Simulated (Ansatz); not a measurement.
# B2Pt: the cost of one run

Program: Ansatz 0.2.0. Level of theory: DFT PBE+D3(BJ), scalar-relativistic, plane waves, PAW. These are calculated values, not measurements.

### 1 The structure to begin with

It takes space group P6_3mc (No. 186, hexagonal). Conventional cell: a = 2.950 Å, b = 2.950 Å, c = 10.762 Å, α = 90.00°, β = 90.00°, γ = 120.00°. Around B (site symmetry 3m) lie 3 Pt at 2.06 Å. Pt (site symmetry 3m) has 6 B at 2.06 Å in its first shell of neighbours.

Coordinates:

```cif
data_structure
_symmetry_space_group_name_H-M 'P6_3mc'
_symmetry_Int_Tables_number 186
_cell_length_a 2.9502
_cell_length_b 2.9502
_cell_length_c 10.7623
_cell_angle_alpha 90.000
_cell_angle_beta 90.000
_cell_angle_gamma 120.000
_cell_volume 81.12
loop_
_atom_site_label
_atom_site_type_symbol
_atom_site_symmetry_multiplicity
_atom_site_Wyckoff_symbol
_atom_site_fract_x
_atom_site_fract_y
_atom_site_fract_z
_atom_site_occupancy
B1 B 2 b 0.33333 0.66667 0.00000 1
B2 B 2 a 0.00000 0.00000 0.21568 1
Pt1 Pt 2 b 0.66667 0.33333 0.10784 1
```

A structure generator made this guess: sheets of the SmBi2 type stacked in turn (P6_3mc, No. 186). The dimensions are guesses.

### 2 A first look at the guess

input.yaml reads:

```yaml
crystal:
  lattice:
    - [2.9501606, 0.0, 0.0]
    - [-1.4750803, 2.55491402, 0.0]
    - [0.0, 0.0, 10.7623463]
  atoms:
    - { symbol: B, position: [0.33333333, 0.66666667, 0.0] }
    - { symbol: B, position: [0.0, 0.0, 0.21567538] }
    - { symbol: B, position: [0.0, 0.0, 0.71567538] }
    - { symbol: B, position: [0.66666667, 0.33333333, 0.5] }
    - { symbol: Pt, position: [0.66666667, 0.33333333, 0.10783769] }
    - { symbol: Pt, position: [0.33333333, 0.66666667, 0.60783769] }
basis:
  ecutwfc: 420
kpoints:
  mp_grid: { grid: [6, 6, 2] }
hamiltonian:
  xc: pbe
  dispersion: d3bj
scf:
  occupations: { method: gaussian, width: 0.1 }
  lower_state_search: "off"
output:
  forces: true
  stress: true
  eigenvalues: true
```

Launch:

```
> ansatz run input.yaml --threads 1 --pin off --max-ram 2560MiB --backend cpu --events-out ev --progress --plain --runs-dir out
```

Q: Estimate wall time and peak memory on 1 thread of Intel Xeon at 2.50GHz (Skylake/Cascade Lake), shared host.

About 4.4 s, with a peak of 0.33 GiB.
